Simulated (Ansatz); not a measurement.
# B₂H₃Br (SMILES BBBr): one structure at several levels

The task here is to estimate one member of a computed series from the others.

Program: Ansatz 0.2.0, Gaussian basis. Level of theory: single points in def2-TZVPP. These are calculated values, not measurements.

Correlated methods freeze the cores. Filled d shells of the heavier atoms are correlated.

## Starting geometry

6 atoms, charge 0, spin multiplicity 1.

Atoms are counted from 1 here; the program's logs count them from 0.

Bond lengths: B1–B2 1.647 Å, B1–H4 1.158 Å, B1–H5 1.182 Å, B2–Br3 1.853 Å, B2–H6 1.161 Å. Angles: B2–B1–H4 123.7°, B2–B1–H5 123.4°, H4–B1–H5 112.9°, B1–B2–Br3 120.6°, B1–B2–H6 123.8°, Br3–B2–H6 115.6°.

Coordinates:

```xyz
6
B2BrH3
B    -0.2483    0.0139   -0.8398
B     0.1948   -0.2136    0.7299
Br    0.7036    1.2239    1.7833
H    -1.3288    0.2654   -1.1731
H     0.5128   -0.0293   -1.7435
H     0.1950   -1.2475    1.2574
```

The first run:

The input, run/in.yaml:

```yaml
crystal:
  periodic: [false, false, false]
  atoms:
    - {symbol: B, position_ang: [-0.248300, 0.013900, -0.839800]}
    - {symbol: B, position_ang: [0.194800, -0.213600, 0.729900]}
    - {symbol: Br, position_ang: [0.703600, 1.223900, 1.783300]}
    - {symbol: H, position_ang: [-1.328800, 0.265400, -1.173100]}
    - {symbol: H, position_ang: [0.512800, -0.029300, -1.743500]}
    - {symbol: H, position_ang: [0.195000, -1.247500, 1.257400]}
basis:
  gaussian: {orbitals: def2-TZVPP}
correlation: {method: ccsd_t}
output: {forces: true}
```

The command line of these runs was not kept.

Steps of the session up to this table: CCSD(T)/def2-TZVPP; PBE0-D4/def2-TZVPP; wB97M-V/def2-TZVPP; r2SCAN-D4/def2-TZVPP; PBE-D4/def2-TZVPP; r2SCANh-D4/def2-TZVPP; HSE06-D4/def2-TZVPP.

One of the session's tables, all rows but one given; the rest of the session is left out.

| method | RMS force component (eV/Å) | angle to CCSD(T) forces (°) | dipole (D) |
| --- | --- | --- | --- |
| CCSD(T) | 0.513 | reference | 0.56 |
| PBE0-D4 | 0.545 | 14.6 | 0.59 |
| wB97M-V | 0.504 | 10.7 | 0.62 |
| r2SCAN-D4 | 0.580 | 16.6 | 0.58 |
| PBE-D4 | 0.649 | 19.7 | 0.41 |
| r2SCANh-D4 | 0.550 | 14.9 | 0.62 |
| HSE06-D4 | ? | ? | ? |

**Question.** Estimate the row for HSE06-D4.

The run gave: RMS force component (eV/Å): 0.547; angle to CCSD(T) forces (°): 14.7; dipole (D): 0.59. In the column «RMS force component (eV/Å)» it lies between PBE0-D4 (0.545) and r2SCANh-D4 (0.550).
